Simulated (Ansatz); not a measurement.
# InH2Cl (SMILES [H][In]([H])[Cl]) at CCSDT/STO-3G

Aim: the vertical singlet–triplet gap of InH2Cl at CCSDT/STO-3G, from 2 runs. 

Program for the calculation: Ansatz 0.2.0.

56 further runs of the same task are left out: 2 that didn't finish, 54 set aside as unsound or not needed.

### Step 1. Starting point

InH2Cl: 4 atoms, total charge 0, spin state singlet. SMILES: `[H][In]([H])[Cl]`. Geometry: a GFN2-xTB relaxation, a rough one for these elements and not checked as a minimum.

Bond lengths: In1–Cl4 2.278 Å, In1–H2 1.713 Å, In1–H3 1.713 Å. Angles: H2–In1–Cl4 120.3°, H3–In1–Cl4 120.3°, H2–In1–H3 119.4°.

### Step 2. A single-point energy at CCSDT/STO-3G

Input file in.yaml:

```yaml
crystal:
  periodic: [false, false, false]
  atoms:
    - {symbol: In, position_ang: [0.070210, 0.117850, -0.000370]}
    - {symbol: H, position_ang: [1.783010, 0.101380, 0.011370]}
    - {symbol: H, position_ang: [-0.755080, 1.618480, -0.019870]}
    - {symbol: Cl, position_ang: [-1.098140, -1.837720, 0.008870]}
basis:
  gaussian:
    orbitals: STO-3G
correlation:
  method: ccsdt
  frozen_orbitals: {Cl: 5, H: 0, In: 18}
scf:
  omitted_lower_state_checks: [cluster_reference, increment]
accuracy: high
```

Command:

```
ansatz run in.yaml --threads 1 --pin off --max-ram 2610MiB --events-out events.jsonl --progress --plain --runs-dir runs
```

Log, cut to the lines that bear on the results:

```text
Warning: RAYON_NUM_THREADS=1 ignored (pool sized by the plan → 1); use --threads N
Functional definition: HF
  name "HF"
[...]
694 factors; integrals over basis functions are off by at most 4.2e-9 eV
[...]
mean field -167042.30581096 eV, -6138.6915132113 hartree, gradient 2.6e-8 eV, S^2 0.000000; 0 other end points of the search recorded, 0 dependent functions left out
23 core orbitals not correlated: weight in the atoms' cores, before any rotation towards them, 1.000 or more for the frozen orbitals, at most 0.000 for the correlated occupied ones
reference -167042.30581096 eV, -6138.6915132113 hartree; 11, 11 occupied and 4, 4 virtual orbitals, 694 factors
second order -0.84595937 eV of doubles, -0.00000000 eV of singles
cycle   1  -1.07746955 eV  change   -2.3e-1 eV  update   5.2e-2
[...]
cycle  20  -1.25373402 eV  change  -8.6e-10 eV  update   1.5e-9
Total energy: -167043.55954498 eV, -6138.7375870866 hartree
Checks for a lower state left out: cluster_reference, increment
```

It took 1.1 s on 1 thread of Arm Neoverse V1, shared host; peak memory 0.096 GiB.

### Step 3. The triplet

in.yaml: that of step 2 with these lines changed.

```diff
@@ -8,9 +8,6 @@
 basis:
-  gaussian:
-    orbitals: STO-3G
-correlation:
-  method: ccsdt
-  frozen_orbitals: {Cl: 5, H: 0, In: 18}
-scf:
-  omitted_lower_state_checks: [cluster_reference, increment]
+  gaussian: {orbitals: STO-3G}
+correlation: {method: ccsdt, frozen_orbitals: {Cl: 5, H: 0, In: 18}}
+magnetization: {spin_polarized: true, initial_magnetization: 2}
+scf: {omitted_lower_state_checks: [cluster_reference, increment]}
 accuracy: high
```

Command:

```
ansatz run in.yaml --threads 1 --pin off --max-ram 2610MiB --events-out events.jsonl --progress --plain --runs-dir runs
```

Log, cut to the lines that bear on the results:

```text
Warning: RAYON_NUM_THREADS=1 ignored (pool sized by the plan → 1); use --threads N
Functional definition: HF
  name "HF"
[...]
694 factors; integrals over basis functions are off by at most 4.2e-9 eV
[...]
mean field -167036.10367501 eV, -6138.4635889189 hartree, gradient 6.0e-8 eV, S^2 2.036587; 3 other end points of the search recorded, 0 dependent functions left out
23 core orbitals not correlated: weight in the atoms' cores, before any rotation towards them, 1.000 or more for the frozen orbitals, at most 0.000 for the correlated occupied ones
reference -167036.10367501 eV, -6138.4635889189 hartree; 12, 10 occupied and 3, 5 virtual orbitals, 694 factors
second order -0.92794436 eV of doubles, -0.00000000 eV of singles
cycle   1  -1.24800622 eV  change   -3.2e-1 eV  update   8.3e-2
[...]
cycle  33  -1.70570531 eV  change  -1.4e-10 eV  update   2.6e-9
Total energy: -167037.80938031 eV, -6138.5262724328 hartree
Checks for a lower state left out: cluster_reference, increment
```

Run time: 3.3 s. Hardware: 1 thread of Arm Neoverse V1, shared host; peak memory 0.15 GiB.

### Step 4. Results

Level: CCSDT/STO-3G, 23 core orbitals frozen.

```
                                             quantity           value
                                singlet: total energy  -6138.73759 Eh
singlet: correlation energy (23 core orbitals frozen)       -46.1 mEh
                               singlet: T1 diagnostic           0.007
                                triplet: total energy  -6138.52627 Eh
triplet: correlation energy (23 core orbitals frozen)       -62.7 mEh
           triplet: ⟨S²⟩ of the reference determinant           2.037
                               triplet: T1 diagnostic           0.030
     vertical energy of the triplet above the singlet        5.750 eV
```

What this shows: At this shape the triplet lies 5.75 eV (555 kJ/mol) above the singlet. In a minimal basis such a difference can be off by several eV, whatever the method. Relativity is left out (singlet) although the molecule holds a heavy atom. Relativity is left out (triplet) although the molecule holds a heavy atom.
